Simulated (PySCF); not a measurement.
**Hf(OH)₂: relaxation and vibrations of the singlet**

Where does singlet Hf(OH)₂ go from a PBE0 minimum start, is the end point a minimum, and what are its modes, charges and moments?

Computed with PySCF 2.14.0. Level: PBE0, basis Hf def2-TZVP with ECP60, O def2-TZVP, H def2-TZVP, scalar-relativistic core potentials, no spin–orbit coupling, density fitting.

## (1) The starting structure

5 atoms, charge 0, spin multiplicity 1.

Bond lengths: Hf1–O2 1.902 Å, Hf1–O3 1.902 Å, O2–H4 0.953 Å, O3–H5 0.953 Å. Angles: O2–Hf1–O3 140.4°, Hf1–O2–H4 155.9°, Hf1–O3–H5 155.9°.

Coordinates in bohr (charge 0 multiplicity 1):
```
Hf   -0.2054    0.0000    0.0000
O     1.0129   -3.3815    0.0000
O     1.0129    3.3815    0.0000
H     2.2630   -4.6783    0.0000
H     2.2630    4.6783    0.0000
```

## (2) First SCF at the start

The steps below are one call of a driver around PySCF. For each, scf.py gives the equivalent set-up of the SCF; relaxations use the driver's own optimiser. After this first run the driver tries any further starts and a stability analysis.

Contents of scf.py:

```python
from pyscf import gto, scf, dft
mol = gto.M(atom='''
Hf    -0.108700     0.000000    -0.000000
O      0.535980    -1.789390    -0.000000
O      0.535980     1.789390     0.000000
H      1.197510    -2.475630     0.000000
H      1.197510     2.475630    -0.000000''',
    basis={'Hf': 'def2-TZVP', 'O': 'def2-TZVP', 'H': 'def2-TZVP'},
    ecp={'Hf': 'def2-TZVP'},
    charge=0, spin=0)
mf = dft.RKS(mol, xc='PBE0')
mf.grids.atom_grid = (50, 194)
aux = {'Hf': 'def2-universal-JKFIT', 'O': 'def2-universal-JKFIT', 'H': 'def2-universal-JKFIT'}
mf = mf.density_fit(auxbasis=aux)
mf.conv_tol = 1e-08
mf.diis_space = 10
mf.max_cycle = 60
mf.init_guess = 'minao'
mf.verbose = 4
mf.kernel()
```

Command:

```
OMP_NUM_THREADS=4 python axn.py task.json out
```

The runs that follow: Relaxation: PBE0 minimum start, singlet; Vibrations and properties at this point; A spin-polarised start; Vibrations and properties at this point.

What does the calculation give? Wanted: minimum; geometry; wavenumbers; dipole moment; highest occupied, lowest empty level; polar-tensor charge of Hf1; zero-point energy; atomisation energy; ⟨S²⟩.

The runs gave:

| quantity | value |
| --- | --- |
| minimum | broken-symmetry (Ms = 0), C2v |
| geometry | Hf–O 1.909 Å (×2), O–H 0.953 Å (×2); H–O–Hf 157.1° (×2), O–Hf–O 144.0° |
| wavenumbers (cm⁻¹) | 83 (a1), 381 (b1), 391 (a1), 425 (a2), 431 (b2), 677 (b2), 704 (a1), 4001 (b2), 4002 (a1) |
| dipole moment | 2.04 D |
| highest occupied, lowest empty level (either spin) | -4.87, -1.52 eV |
| polar-tensor charge of Hf1 | +0.72 e |
| zero-point energy | 66.4 kJ/mol |
| entropy at 298.15 K | 303.3 J/(mol K) |
| atomisation energy (no zero-point energy) | 1948 kJ/mol |
| ⟨S²⟩ | 0.311 |

The molecule stays C2v, as typed, and the end point is a minimum. The determinant is spin-contaminated (⟨S²⟩ = 0.31 against 0.00), so it is no pure spin state. In the infrared the band at 4001 cm⁻¹ (b2) leads. Other starts or spin states, not run here, may lie lower. With an element this heavy the missing spin–orbit coupling can shift these numbers.
